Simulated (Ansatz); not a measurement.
# C2H6InN: the cost of one run

Method: BLYP/def2-SVP; program: Ansatz 0.2.0, Gaussian basis.

## 1. The relaxed structure

The geometry comes from an earlier relaxation with PBE0-D4 in a triple-zeta def2 set; it is a stationary point, not always the lowest conformer. In takes the def2 core potential; no spin-orbit term is included.

SMILES `C[C](=N)[InH2]`, 10 atoms, charge 0, spin multiplicity 1.

Atoms are counted from 1 here; the program's logs count them from 0.

Bond lengths: C1–C2 1.486 Å, C1–H5 1.094 Å, C1–H6 1.094 Å, C1–H7 1.097 Å, C2–N3 1.273 Å, C2–In4 2.161 Å, N3–H8 1.028 Å, In4–H9 1.719 Å, In4–H10 1.719 Å. Angles: C2–C1–H5 110.1°, C2–C1–H6 110.1°, C2–C1–H7 111.7°, H5–C1–H6 106.6°, H5–C1–H7 109.1°, H6–C1–H7 109.1°, C1–C2–N3 125.9°, C1–C2–In4 141.8°, N3–C2–In4 92.2°, C2–N3–H8 115.1°, C2–In4–H9 117.0°, C2–In4–H10 117.1°, H9–In4–H10 125.2°.

## 2. The run

in.yaml

```yaml
crystal:
  periodic: [false, false, false]
  atoms:
    - {symbol: C, position_ang: [1.283319, -0.841904, -0.015540]}
    - {symbol: C, position_ang: [-0.047898, -0.182048, 0.027276]}
    - {symbol: N, position_ang: [-1.165183, -0.765709, 0.206668]}
    - {symbol: In, position_ang: [-0.989098, 1.756716, -0.127677]}
    - {symbol: H, position_ang: [1.934200, -0.425390, 0.758585]}
    - {symbol: H, position_ang: [1.770487, -0.643302, -0.974506]}
    - {symbol: H, position_ang: [1.203351, -1.926476, 0.128415]}
    - {symbol: H, position_ang: [-1.110280, -1.785108, 0.330020]}
    - {symbol: H, position_ang: [-1.295583, 2.596655, 1.340932]}
    - {symbol: H, position_ang: [-1.583324, 2.216557, -1.674164]}
basis:
  gaussian: {orbitals: def2-SVP}
hamiltonian: {xc: {name: BLYP}}
md: {timestep: 0.5 fs, n_steps: 30, ensemble: nvt_nose_hoover, temperature: 700, initial_velocities: maxwell_boltzmann, seed: 87}
```

The run is started by

```console
> ansatz run in.yaml --threads 4 --pin off --events-out ev --progress --plain --max-ram 10444MiB
```

What time and memory should one allow on 4 threads of Arm Neoverse N1, shared host?

About 54 s, with a peak of 0.41 GiB.
